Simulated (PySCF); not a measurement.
# C4H8O2Si: the cost of one run

Programs: PySCF 2.14.0, with density-fitted response routines of our own. Each step states its level of theory. These are calculated values for one molecule in the gas phase, unless marked as measured. Atoms count from 0, in the outputs and in this text.

### Step 1. Starting geometry

15 atoms, charge 0, multiplicity 1; geometry from: GFN2-xTB.

Bonds of the start (Å): O0–C1 1.20, C1–C2 1.47, C2–C3 1.52, C3–C4 1.49, C4–O5 1.37, O5–Si6 1.63, C4–C2 1.52, C1–H7 1.11, C2–H8 1.08, C3–H9 1.08, C3–H10 1.08, C4–H11 1.09, Si6–H12 1.46, Si6–H13 1.47, Si6–H14 1.45.

### Step 2. Ultraviolet spectrum: wB97X-D/def2-SVPD

What the job is given:

```
{"job": {"kind": "uv", "xc": "wB97X-D", "basis": "def2-SVPD", "nstates": 8, "ntriplets": 3}, "charge": 0, "multiplicity": 1}
O     -1.719692     0.121086     2.909062
C     -0.940633    -0.077978     2.015904
C     -1.305959    -0.560470     0.676588
C     -0.324470    -1.443096    -0.073466
C     -0.534665    -0.043433    -0.526155
O      0.441981     0.894527    -0.324575
Si     1.709342     1.301472    -1.261431
H      0.143761     0.098699     2.144970
H     -2.364373    -0.745802     0.541842
H     -0.724231    -2.256993    -0.656889
H      0.607767    -1.660148     0.426004
H     -1.113355     0.120774    -1.431321
H      1.248452     1.793398    -2.561513
H      2.579026     0.144879    -1.492018
H      2.292636     2.321075    -0.408915
```

Level: TDDFT wB97X-D/def2-SVPD, vertical, gas phase, core orbitals frozen in the response.

The run is started by

```console
$ OMP_NUM_THREADS=1 python probes_run.py task.json out
```

This one command runs all jobs of the session in turn.

Q: Estimate the wall time and peak memory of this job on 1 thread of Arm Neoverse N1, shared host.

About 80 s, with a peak of 0.89 GiB.
